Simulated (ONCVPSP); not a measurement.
# An ONCV potential for W, from input to tests

Do these settings give a usable potential? It is generated, then checked for transferability, scattering, ghosts and hardness.

The numbers are computed with ONCVPSP 4.0.1.1 (patched build) (PBEsol, scalar-relativistic, spin-unpolarised reference atom).

## (1) The design

The settings as typed:

```json
{
  "element": "tungsten (W, Z = 74)",
  "type": "optimised norm-conserving Vanderbilt (ONCV)",
  "frozen core": "[Kr] 4d10",
  "valence charge": "28",
  "reference configuration": "4f14 5s2 5p6 5d4 6s2",
  "partial waves": "5s+6s: rc 1.90 bohr, ncon 4, nbas 7, qcut 4.9 1/bohr, 3 projectors, debl 0.7 Ha; 5p: rc 1.25 bohr, ncon 3, nbas 6, qcut 6.7 1/bohr, 1 projector; 5d: rc 1.70 bohr, ncon 4, nbas 8, qcut 6.1 1/bohr, 2 projectors, debl 3.4 Ha; 4f: rc 0.75 bohr, ncon 4, nbas 8, qcut 24.5 1/bohr, local",
  "local potential": "the f channel",
  "core correction": "Teter function, fcfact 1.5, rcfact 1.65"
}
```

## (2) Generating the potential

W.dat

```
# ATOM AND REFERENCE CONFIGURATION
# atsym  z   nc   nv     iexc    psfile
  W 74.00    9    5  -116133      upf
#
#   n    l    f
    1    0    2.00
    2    0    2.00
    2    1    6.00
    3    0    2.00
    3    1    6.00
    3    2   10.00
    4    0    2.00
    4    1    6.00
    4    2   10.00
    4    3   14.00
    5    0    2.00
    5    1    6.00
    5    2    4.00
    6    0    2.00
#
# PSEUDOPOTENTIAL AND OPTIMIZATION
# lmax
    3
#
#   l,   rc,      ep,       ncon, nbas, qcut
    0    1.90    0.00    4    7    4.90
    1    1.25    0.00    3    6    6.70
    2    1.70    0.00    4    8    6.10
    3    0.75    0.00    4    8   24.50
#
# LOCAL POTENTIAL
# lloc, lpopt,  rc(5),   dvloc0
    3    5    0.75    0.00
#
# VANDERBILT-KLEINMAN-BYLANDER PROJECTORs
# l, nproj, debl
    0    3    0.70
    1    1    0.60
    2    2    3.40
    3    0    1.90
#
# MODEL CORE CHARGE
# icmod, fcfact, rcfact
    3    1.50    1.65
#
# LOG DERIVATIVE ANALYSIS
# epsh1, epsh2, depsh
   -4.00    5.00    0.02
#
# OUTPUT GRID
# rlmax, drl
    6.00    0.01
#
# TEST CONFIGURATIONS
# ncnf
    4
# nvcnf
#   n    l    f
    5
    4    3   14.00
    5    0    2.00
    5    1    6.00
    5    2    4.00
    6    0    1.00
#
    5
    4    3   14.00
    5    0    2.00
    5    1    6.00
    5    2    4.00
    6    0    0.00
#
    5
    4    3   14.00
    5    0    2.00
    5    1    6.00
    5    2    3.00
    6    0    0.00
#
    5
    4    3   13.00
    5    0    2.00
    5    1    6.00
    5    2    4.00
    6    0    2.00
#
```

Started as:

```bash
oncvpsp.x < W.dat > W.out
```

The output, W.out (without the consistency checks and plot data):

```text
ONCVPSP  (Optimized Norm-Conservinng Vanderbilt PSeudopotential)
scalar-relativistic version 4.0.1.1, modified

#   n    l    f        energy (Ha)
    1    0    2.00    -2.5530704E+03
    2    0    2.00    -4.4066352E+02
    2    1    6.00    -3.8539598E+02
    3    0    2.00    -1.0147935E+02
    3    1    6.00    -8.5116125E+01
    3    2   10.00    -6.6296153E+01
    4    0    2.00    -2.0922913E+01
    4    1    6.00    -1.5555596E+01
    4    2   10.00    -8.7561434E+00
    4    3   14.00    -1.2214840E+00
    5    0    2.00    -2.9071632E+00
    5    1    6.00    -1.5883655E+00
    5    2    4.00    -1.6581476E-01
    6    0    2.00    -2.1116774E-01

Reference configufation results
  iterations    29
  all-electron total energy (Ha)   -1.61377668D+04

Begin loop to  construct optimized pseudo wave functions
and semi-local pseudopoentials for all angular momenta

   Wellstate for l =  0  n =  7
     eigenvalue =   0.4888
     asymptotic potential =   0.9888
     half-point radius =  5.4437

Calculating optimized projector #   1

 for l=   0

    Fraction of norm inside rc  0.977622
    Optimizing pswf for qcut=   4.90 a_B^-1,  ecut=  12.00 Ha
    Residual kinetic energy error=  2.31D-04 Ha

    Energy error per electron        Cutoff
         Ha          eV             Ha
         0.01000     0.27211        4.72
         0.00100     0.02721        7.84
         0.00010     0.00272       21.38
         0.00001     0.00027       36.03

Calculating optimized projector #   2

 for l=   0

    Fraction of norm inside rc  0.098463
    Optimizing pswf for qcut=   4.90 a_B^-1,  ecut=  12.00 Ha
    Residual kinetic energy error=  5.47D-04 Ha

    Energy error per electron        Cutoff
         Ha          eV             Ha
         0.01000     0.27211        4.13
         0.00100     0.02721       10.54
         0.00010     0.00272       28.03
         0.00001     0.00027       46.07

Calculating optimized projector #   3

 for l=   0

    Fraction of norm inside rc  0.092469
    Optimizing pswf for qcut=   4.90 a_B^-1,  ecut=  12.00 Ha
    Residual kinetic energy error=  7.62D-04 Ha

    Energy error per electron        Cutoff
         Ha          eV             Ha
         0.01000     0.27211        4.41
         0.00100     0.02721       11.33
         0.00010     0.00272       22.97
         0.00001     0.00027       42.52

Calculating optimized projector #   1

 for l=   1

    Fraction of norm inside rc  0.549549
    Optimizing pswf for qcut=   6.71 a_B^-1,  ecut=  22.52 Ha
    Residual kinetic energy error=  2.92D-03 Ha

    Energy error per electron        Cutoff
         Ha          eV             Ha
         0.01000     0.27211       17.95
         0.00100     0.02721       42.23
         0.00010     0.00272       94.03

   Wellstate for l =  2  n =  7
     eigenvalue =   3.2342
     asymptotic potential =   3.7342
     half-point radius =  3.1934

Calculating optimized projector #   1

 for l=   2

    Fraction of norm inside rc  0.415219
    Optimizing pswf for qcut=   6.10 a_B^-1,  ecut=  18.63 Ha
    Residual kinetic energy error=  2.42D-05 Ha

    Energy error per electron        Cutoff
         Ha          eV             Ha
         0.01000     0.27211       10.70
         0.00100     0.02721       14.19
         0.00010     0.00272       17.03
         0.00001     0.00027       20.84

Calculating optimized projector #   2

 for l=   2

    Fraction of norm inside rc  0.108939
    Optimizing pswf for qcut=   6.10 a_B^-1,  ecut=  18.63 Ha
    Residual kinetic energy error=  2.74D-04 Ha

    Energy error per electron        Cutoff
         Ha          eV             Ha
         0.01000     0.27211       12.88
         0.00100     0.02721       16.76
         0.00010     0.00272       20.41
         0.00001     0.00027       33.10

Calculating optimized projector #   1

 for l=   3

    Fraction of norm inside rc  0.751370
    Optimizing pswf for qcut=  24.49 a_B^-1,  ecut= 299.77 Ha
    Residual kinetic energy error=  1.66D-06 Ha

    Energy error per electron        Cutoff
         Ha          eV             Ha
         0.01000     0.27211      214.84
         0.00100     0.02721      244.04
         0.00010     0.00272      266.73
         0.00001     0.00027      284.44

Construct Vanderbilt / Kleinmman-Bylander projectors

B matrix Hermiticity error, ll=   0
   1   2    3.5894E-04
   1   3   -4.2139E-04
   2   3    3.0957E-05

  Orthonormal projector coefficients  8.7415E+01  2.0229E+01  1.7759E+00

B matrix Hermiticity error, ll=   2
   1   2   -3.4612E-04

  Orthonormal projector coefficients  1.9739E+01  9.9330E-01

Model core correction analysis
  based on d2Exc/dn_idn_j

d2excae - all-electron derivatives

   -2.496460D-02   -1.151362D-02   -8.149420D-03   -2.773170D-03
   -8.788007D-04
   -1.151347D-02   -2.773688D-02   -2.427515D-02   -1.048934D-02
   -1.660362D-03
   -8.149327D-03   -2.427517D-02   -2.438046D-02   -1.407583D-02
   -2.738503D-03
   -2.773148D-03   -1.048938D-02   -1.407583D-02   -1.767454D-02
   -1.305396D-02
   -8.787961D-04   -1.660344D-03   -2.738362D-03   -1.305162D-02
   -2.394002D-02

d2excps - pseudofunction derivatives with no core correction

   -4.804623D-02   -2.253122D-02   -1.052485D-02   -3.053666D-03
   -1.754853D-03
   -2.253140D-02   -2.460992D-02   -2.203406D-02   -9.803620D-03
   -1.620752D-03
   -1.052479D-02   -2.203387D-02   -2.554763D-02   -1.462479D-02
   -2.584025D-03
   -3.053656D-03   -9.803594D-03   -1.462482D-02   -1.783060D-02
   -1.303156D-02
   -1.754871D-03   -1.620676D-03   -2.583880D-03   -1.302922D-02
   -2.393314D-02

rms 2nd derivative error    5.696760E-03

rmatch, rhocmatch    0.6654   45.6244

Teter function model core charge with specified parameters

d2excps - pseudofunction derivatives with core correction

   -4.005834D-02   -1.829252D-02   -8.846502D-03   -2.690738D-03
   -1.420916D-03
   -1.829256D-02   -2.123927D-02   -1.967577D-02   -9.214387D-03
   -1.431705D-03
   -8.846440D-03   -1.967558D-02   -2.363652D-02   -1.412603D-02
   -2.476497D-03
   -2.690719D-03   -9.214335D-03   -1.412602D-02   -1.771808D-02
   -1.300941D-02
   -1.420920D-03   -1.431672D-03   -2.476352D-03   -1.300708D-02
   -2.392041D-02

rms 2nd derivative error    4.049152E-03

Pseudoatom total energy -372.560607

Diagnostic tests using Vanderbilt-Kleinman-Bylander pseudopotentials
  1 or more projectors used as specified by nproj input data

   l    rcore       rmatch      e in        delta e   norm test  slope test

   0   1.9067855   1.9646796  -2.9071632   0.0000020   1.0002217   1.0002035
   0   1.9067855   1.9646796  -0.2111677   0.0000020   1.0000325   1.0000269
   0   1.9067855   1.9646796   0.4888323   0.0000137   1.0002059   1.0002059

   1   1.2544206   1.2925075  -1.5883655   0.0001008   1.0000015   1.0002065

   2   1.7019242   1.7535983  -0.1658148   0.0000040   1.0000671   1.0000865
   2   1.7019242   1.7535983   3.2341852   0.0000609   1.0003551   1.0003551

   3   0.7544228   0.7773287  -1.2214840   0.0000772   1.0000183   0.9999587

 Testing for bound ghosts
   n   l    E NL Schr. Eq   E Basis Diag.   E Cutoff

       0                      -30.133634     72.97  WARNING - GHOST(-)
   1   0       -2.907161       -2.900108     72.97
   2   0       -0.211166       -0.186784     72.97

       1                      -33.495430     62.50  WARNING - GHOST(-)
   2   1       -1.588265       -1.585538     62.50

       2                       -7.346475    118.65  WARNING - GHOST(-)
   3   2       -0.165811       -0.155841    118.65

 Testing for highly-localized positive-energy ghosts
       l    <radius>/rc     E Basis Diag.   E Cutoff

       0        0.256413        9.599043     72.97  WARNING - GHOST(+)

       0        0.369153       58.009451     72.97  WARNING - GHOST(+)

Test configuration 0

   n   l     f        eae           eps        diff
   1   0  2.0000-2553.07035594
   2   0  2.0000 -440.66351666
   2   1  6.0000 -385.39597653
   3   0  2.0000 -101.47934596
   3   1  6.0000  -85.11612531
   3   2 10.0000  -66.29615277
   4   0  2.0000  -20.92291347
   4   1  6.0000  -15.55559620
   4   2 10.0000   -8.75614341
   4   3 14.0000   -1.22148396   -1.22140678    7.72D-05
   5   0  2.0000   -2.90716324   -2.90716120    2.05D-06
   5   1  6.0000   -1.58836548   -1.58826467    1.01D-04
   5   2  4.0000   -0.16581476   -0.16581077    3.99D-06
   6   0  2.0000   -0.21116774   -0.21116571    2.03D-06

    Total energies and differences
      AE_ref= -1.61377668D+04  AE_tst= -1.61377668D+04  dif=  0.00D+00
      PS_ref= -3.72560607D+02  PS_tst= -3.72560607D+02  dif=  1.71D-13
      PSP excitation error= -1.71D-13

Test configuration 1

   n   l     f        eae           eps        diff
   1   0  2.0000-2553.34794314
   2   0  2.0000 -440.93914128
   2   1  6.0000 -385.67166444
   3   0  2.0000 -101.75520246
   3   1  6.0000  -85.39198435
   3   2 10.0000  -66.57187193
   4   0  2.0000  -21.19886373
   4   1  6.0000  -15.83150839
   4   2 10.0000   -9.03193799
   4   3 14.0000   -1.49722056   -1.50059807   -3.38D-03
   5   0  2.0000   -3.18310347   -3.18427274   -1.17D-03
   5   1  6.0000   -1.86511545   -1.86499893    1.17D-04
   5   2  4.0000   -0.43272265   -0.43258581    1.37D-04
   6   0  1.0000   -0.44926419   -0.44942956   -1.65D-04

    Total energies and differences
      AE_ref= -1.61377668D+04  AE_tst= -1.61374388D+04  dif=  3.28D-01
      PS_ref= -3.72560607D+02  PS_tst= -3.72232429D+02  dif=  3.28D-01
      PSP excitation error= -1.87D-04

Test configuration 2

   n   l     f        eae           eps        diff
   1   0  2.0000-2553.66649533
   2   0  2.0000 -441.25502651
   2   1  6.0000 -385.98764635
   3   0  2.0000 -102.07105197
   3   1  6.0000  -85.70783942
   3   2 10.0000  -66.88758844
   4   0  2.0000  -21.51478328
   4   1  6.0000  -16.14738693
   4   2 10.0000   -9.34766730
   4   3 14.0000   -1.81273455   -1.82083419   -8.10D-03
   5   0  2.0000   -3.49822522   -3.50104529   -2.82D-03
   5   1  6.0000   -2.18009576   -2.18001351    8.23D-05
   5   2  4.0000   -0.73153378   -0.73125622    2.78D-04

    Total energies and differences
      AE_ref= -1.61377668D+04  AE_tst= -1.61368620D+04  dif=  9.05D-01
      PS_ref= -3.72560607D+02  PS_tst= -3.71655105D+02  dif=  9.06D-01
      PSP excitation error= -6.95D-04

Test configuration 3

   n   l     f        eae           eps        diff
   1   0  2.0000-2554.14547189
   2   0  2.0000 -441.73581514
   2   1  6.0000 -386.46845971
   3   0  2.0000 -102.54892266
   3   1  6.0000  -86.18572487
   3   2 10.0000  -67.36599867
   4   0  2.0000  -21.99217960
   4   1  6.0000  -16.62490486
   4   2 10.0000   -9.82536995
   4   3 14.0000   -2.28938282   -2.29394723   -4.56D-03
   5   0  2.0000   -3.96917981   -3.97091978   -1.74D-03
   5   1  6.0000   -2.64079112   -2.64057366    2.17D-04
   5   2  3.0000   -1.14391087   -1.14364984    2.61D-04

    Total energies and differences
      AE_ref= -1.61377668D+04  AE_tst= -1.61359284D+04  dif=  1.84D+00
      PS_ref= -3.72560607D+02  PS_tst= -3.70721653D+02  dif=  1.84D+00
      PSP excitation error= -5.55D-04

Test configuration 4

   n   l     f        eae           eps        diff
   1   0  2.0000-2553.81273055
   2   0  2.0000 -441.43913307
   2   1  6.0000 -386.16699265
   3   0  2.0000 -102.30514494
   3   1  6.0000  -85.94099844
   3   2 10.0000  -67.11658167
   4   0  2.0000  -21.70667381
   4   1  6.0000  -16.32691816
   4   2 10.0000   -9.51222014
   4   3 13.0000   -1.94467218   -1.95635541   -1.17D-02
   5   0  2.0000   -3.44309164   -3.48492780   -4.18D-02
   5   1  6.0000   -2.07918924   -2.07488743    4.30D-03
   5   2  4.0000   -0.55109876   -0.54577592    5.32D-03
   6   0  2.0000   -0.49794548   -0.50167695   -3.73D-03

    Total energies and differences
      AE_ref= -1.61377668D+04  AE_tst= -1.61361924D+04  dif=  1.57D+00
      PS_ref= -3.72560607D+02  PS_tst= -3.70982622D+02  dif=  1.58D+00
      PSP excitation error= -3.62D-03
```

Run time: 7.2 s. Hardware: 1 thread of Neoverse-N1, shared host.

All-electron and pseudo partial waves u(r) = r·R(r), from the program's wave files:

| r (bohr) | 5s AE | 5s PS |
| --- | --- | --- |
| 0.095 | 0.0902 | 0.1674 |
| 0.190 | 0.2769 | 0.3304 |
| 0.285 | -0.4220 | 0.4839 |
| 0.380 | -0.6106 | 0.6226 |
| 0.475 | -0.2874 | 0.7425 |
| 0.570 | 0.2018 | 0.8399 |
| 0.665 | 0.6356 | 0.9126 |
| 0.760 | 0.9357 | 0.9595 |
| 0.855 | 1.0991 | 0.9808 |
| 0.950 | 1.1525 | 0.9780 |
| 1.045 | 1.1285 | 0.9534 |
| 1.140 | 1.0557 | 0.9098 |
| 1.235 | 0.9563 | 0.8502 |
| 1.330 | 0.8459 | 0.7783 |
| 1.425 | 0.7349 | 0.6977 |
| 1.520 | 0.6297 | 0.6126 |
| 1.615 | 0.5336 | 0.5276 |
| 1.710 | 0.4482 | 0.4468 |
| 1.805 | 0.3738 | 0.3736 |
| 1.900 | 0.3100 | 0.3099 |
| 1.995 | 0.2558 | 0.2557 |
| 2.090 | 0.2102 | 0.2102 |
| 2.185 | 0.1722 | 0.1721 |
| 2.280 | 0.1406 | 0.1406 |
| 2.375 | 0.1146 | 0.1146 |
| 2.470 | 0.0932 | 0.0932 |

Densities times 4π (e/bohr³); a dash where the program caps the true core:

| r (bohr) | pseudo valence | true core | model core |
| --- | --- | --- | --- |
| 0.095 | 8.192 | – | 66.83 |
| 0.285 | 154 | 567.6 | 55.23 |
| 0.475 | 132.5 | 209.3 | 37.44 |
| 0.665 | 45.65 | 45.83 | 20.49 |
| 0.855 | 21.88 | 7.466 | 8.783 |
| 1.045 | 12.81 | 1.152 | 2.794 |
| 1.235 | 7.627 | 0.1788 | 0.5896 |
| 1.425 | 4.348 | 0.0284 | 0.0611 |
| 1.615 | 2.48 | 0.004607 | 0.0003476 |
| 1.805 | 1.469 | 0.0007638 | 0.00142 |
| 1.995 | 0.9244 | 0.0001291 | 0.0005534 |
| 2.185 | 0.6192 | 2.215e-05 | 1.076e-06 |
| 2.375 | 0.4365 | 3.847e-06 | 6.365e-05 |

## (3) The configuration tests of the same run

The tests as a table, with energies relative to 4f14 5s2 5p6 5d4 6s2.

| valence configuration | charge | ΔE all-electron (eV) | error AE − PS (meV) |
| --- | --- | --- | --- |
| 4f14 5s2 5p6 5d4 6s1 | +1 | 8.925 | -5.1 |
| 4f14 5s2 5p6 5d4 6s0 | +2 | 24.621 | -19 |
| 4f14 5s2 5p6 5d3 6s0 | +3 | 50.025 | -15 |
| 4f13 5s2 5p6 5d4 6s2 | +1 | 42.841 | -99 |

## (4) Logarithmic derivatives

Taken from the files of the generation run. The phase is arctan(r·R′/R) of the radial function R, unwrapped, with energies in Ha. A pole is an energy at which the radial function vanishes at the test radius. The pseudo phase is shifted by a multiple of π to meet the all-electron one at the reference energy. Levels narrower than the energy grid can be missing from the poles. The last column is the largest difference on the grid between −0.5 and +0.5 Ha.

| channel | radius (bohr) | reference (Ha) | poles AE | poles PS | window around the reference with phases within 0.05 rad (Ha) | largest difference near zero (rad) |
| --- | --- | --- | --- | --- | --- | --- |
| s | 1.93 | -0.21 | -2.72, 4.20 | -2.72, 4.20 | the whole range | 0.000 |
| p | 1.27 | -1.59 | 2.43 | 1.75 | below 2.1 | 0.012 |
| d | 1.72 | -0.17 | 1.68 | 1.68 | the whole range | 0.000 |
| f | 0.76 | -1.22 | 2.14 | 2.42 | the whole range | 0.006 |

Phases (rad) along the scan:

| E (Ha) | p AE | p PS | s AE | s PS |
| --- | --- | --- | --- | --- |
| -3.98 | 0.609 | 0.582 | 1.220 | 1.220 |
| -3.50 | 0.309 | 0.281 | 1.030 | 1.030 |
| -3.02 | -0.102 | -0.125 | -1.053 | -1.053 |
| -2.54 | -0.527 | -0.537 | -1.664 | -1.664 |
| -2.06 | -0.849 | -0.851 | -1.788 | -1.788 |
| -1.58 | -1.062 | -1.062 | -1.878 | -1.878 |
| -1.10 | -1.202 | -1.203 | -1.987 | -1.987 |
| -0.62 | -1.299 | -1.303 | -2.165 | -2.165 |
| -0.14 | -1.370 | -1.377 | -2.530 | -2.530 |
| 0.34 | -1.424 | -1.436 | -3.283 | -3.283 |
| 0.82 | -1.468 | -1.486 | -3.977 | -3.977 |
| 1.30 | -1.504 | -1.530 | -4.297 | -4.297 |
| 1.78 | -1.535 | -1.574 | -4.452 | -4.452 |
| 2.26 | -1.562 | -1.620 | -4.542 | -4.542 |
| 2.74 | -1.587 | -1.676 | -4.601 | -4.601 |
| 3.22 | -1.610 | -1.759 | -4.646 | -4.646 |
| 3.70 | -1.633 | -1.921 | -4.681 | -4.681 |
| 4.18 | -1.656 | -2.472 | -4.711 | -4.711 |
| 4.66 | -1.679 | -3.924 | -4.740 | -4.739 |

## (5) Plane-wave cutoff and ghosts

From the same output: the cutoffs (Ha) at which the residual kinetic energy of the hardest occupied pseudo-wave falls to 1 and 0.1 mHa per electron are 244 Ha and 267 Ha.

The program's own ghost test: GHOST(-) flagged for s at -820.0 eV, p at -911.5 eV, d at -199.9 eV; GHOST(+) flagged for s at 261.2 eV, s at 1578.5 eV.

Cutoff (Ha) at which the first wave of each channel reaches a given error (Ha per electron):

| error | s | p | d | f |
| --- | --- | --- | --- | --- |
| 1.0e-02 | 4.7 | 18.0 | 10.7 | 214.8 |
| 3.2e-03 | 5.5 | 22.4 | 12.6 | 230.4 |
| 1.0e-03 | 7.8 | 42.2 | 14.2 | 244.0 |
| 3.2e-04 | 11.4 | 68.6 | 15.8 | 256.1 |
| 1.0e-04 | 21.4 | 94.0 | 17.0 | 266.7 |

## (6) Summary of results

```
                                                quantity                                              value
  cutoffs for 1 and 0.1 mHa per electron, occupied waves                                  244 Ha and 267 Ha
                                            bound ghosts  s at -819.98 eV, p at -911.46 eV, d at -199.91 eV
                                          GHOST(+) flags                          s at 261 eV, s at 1579 eV
                            largest test error (AE − PS)                  -99 meV, for 4f13 5s2 5p6 5d4 6s2
largest phase difference near zero energy, channels read                                          0.012 rad
 rms error of d²Exc/dn², without and with the model core                                  5.70 and 4.05 mHa
```

In words: A bound ghost (s, p, d) makes it unfit for use: electrons can fall into a state that the atom doesn't have. The worst unpolarised test, 4f13 5s2 5p6 5d4 6s2, is off by 99 meV on 42.8 eV; by total energies transferability rates as fair. It counts as very hard, with 244 Ha needed at the looser tolerance. At the looser tolerance the 4f wave is the slowest; 5p needs 42 Ha. Near zero energy the phases of the channels with partial waves agree within 0.012 rad. The program also flags highly localised states, GHOST(+) (s). All of this concerns the isolated atom, not yet a solid.
